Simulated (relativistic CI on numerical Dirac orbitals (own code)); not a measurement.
**Te⁺: one ion under different settings**

How much do the settings matter for Te⁺? One ion, several inputs.

Method: Dirac-Coulomb-Breit CI, KLI orbitals optimised for each configuration, model QED (radiative potential, 1s self-energy scaled to tabulated hydrogen-like ionisation energies), numerical settings as typed. Code: relativistic CI on numerical Dirac orbitals (own code) version 3.

## Step 1: Starting point

```
ion            : Te⁺ (Te II)
nuclear charge : 52
electrons      : 51
isotope        : A = 130
```

## Step 2: The usual input

Settings of the run:

```ini
atom Te  Z=52  charge=1  electrons=51
nucleus A=130  rms_radius_fm=4.7423
hamiltonian dirac-coulomb  breit=on  qed=on  c_scale=1
orbitals kli  potential=per-configuration
slater_scale 1
correlation none
mixing on
grid step=0.0125 r_max=100.6
scf mixing=0.4 start=green max_iterations=150 tolerance=2e-08 node_fill=0.05
configurations
  [Kr] 4d10 5s2 5p3
  [Kr] 4d10 5s 5p4
  [Kr] 4d10 5s2 5p2 5d
end
```

The run is started by

```sh
python run_levels.py task.json out
```

The settings of every run stand in task.json; they run in order.

## Step 3: Slater scale 0.5

The settings differ from step 2 so:

```diff
@@ -4,3 +4,3 @@
 orbitals kli  potential=per-configuration
-slater_scale 1
+slater_scale 0.5
 correlation none
```

## Step 4: Iteration limit 20

Settings of the run:

```ini
atom Te  Z=52  charge=1  electrons=51
nucleus A=130  rms_radius_fm=4.7423
hamiltonian dirac-coulomb  breit=on  qed=on  c_scale=1
orbitals kli  potential=per-configuration
slater_scale 1
correlation none
mixing on
grid step=0.0125 r_max=100.6
scf mixing=0.4 start=green max_iterations=20 tolerance=2e-08 node_fill=0.05
configurations
  [Kr] 4d10 5s2 5p3
  [Kr] 4d10 5s 5p4
  [Kr] 4d10 5s2 5p2 5d
end
```

## Step 5: Start potential previous, node fill 0

The settings differ from step 4 so:

```diff
@@ -8,3 +8,3 @@
 grid step=0.0125 r_max=100.6
-scf mixing=0.4 start=green max_iterations=20 tolerance=2e-08 node_fill=0.05
+scf mixing=0.4 start=previous max_iterations=150 tolerance=2e-08 node_fill=0
 configurations
```

## Step 6: Nuclear radius 4.2681, end of the grid 150.9

Settings of the run:

```ini
atom Te  Z=52  charge=1  electrons=51
nucleus A=130  rms_radius_fm=4.2681
hamiltonian dirac-coulomb  breit=on  qed=on  c_scale=1
orbitals kli  potential=per-configuration
slater_scale 1
correlation none
mixing on
grid step=0.0125 r_max=150.9
scf mixing=0.4 start=green max_iterations=150 tolerance=2e-08 node_fill=0.05
configurations
  [Kr] 4d10 5s2 5p3
  [Kr] 4d10 5s 5p4
  [Kr] 4d10 5s2 5p2 5d
end
```

## Step 7: Tolerance 0.3

Settings of the run:

```ini
atom Te  Z=52  charge=1  electrons=51
nucleus A=130  rms_radius_fm=4.7423
hamiltonian dirac-coulomb  breit=on  qed=on  c_scale=1
orbitals kli  potential=per-configuration
slater_scale 1
correlation none
mixing on
grid step=0.0125 r_max=100.6
scf mixing=0.4 start=green max_iterations=64 tolerance=0.3 node_fill=0.05
configurations
  [Kr] 4d10 5s2 5p3
  [Kr] 4d10 5s 5p4
  [Kr] 4d10 5s2 5p2 5d
end
```

(Steps that only read results are left out.)

What does the calculation give? Wanted: lowest level, usual settings; total energy; first excitation.

The runs gave:

| setting | total energy less usual (Ha) | largest shift of a level among the lowest eight of both runs, same label and place (cm⁻¹) | SCF iterations | time | lowest level | kind of change |
| --- | --- | --- | --- | --- | --- | --- |
| usual | 0 | 0 | 34 | 0.23 s | 5p3 4S°3/2 | - |
| Slater scale 0.5 | 0.03 | 11600 | 34 | 0.23 s | 5p3 4S°3/2 | model term |
| iteration limit 20 | 0 | 0 | 34 | 0.23 s | 5p3 4S°3/2 | numerical |
| start potential previous, node fill 0 | 0.00454 | 116 | 31 | 0.21 s | 5p3 4S°3/2 | numerical |
| nuclear radius 4.2681, end of the grid 150.9 | -0.0362 | 1.58 | 34 | 0.23 s | 5p3 4S°3/2 | unphysical constant |
| tolerance 0.3 | 0.116 | 681 | 9 | 0.15 s | 5p3 4S°3/2 | unsound |

| quantity | value |
| --- | --- |
| lowest level, usual settings | 5p3 4S°3/2 |
| total energy | -6784.9862 Ha |
| first excitation | 14006.6 cm⁻¹ |

Among the runs whose levels can be followed, they move most under «Slater scale 0.5» (model term), by up to 11600 cm⁻¹. No visible change in the result comes from «iteration limit 20». Only the listed configurations are in the model. In a near-neutral ion this small CI can misplace whole configurations by 10,000 cm⁻¹ or more.
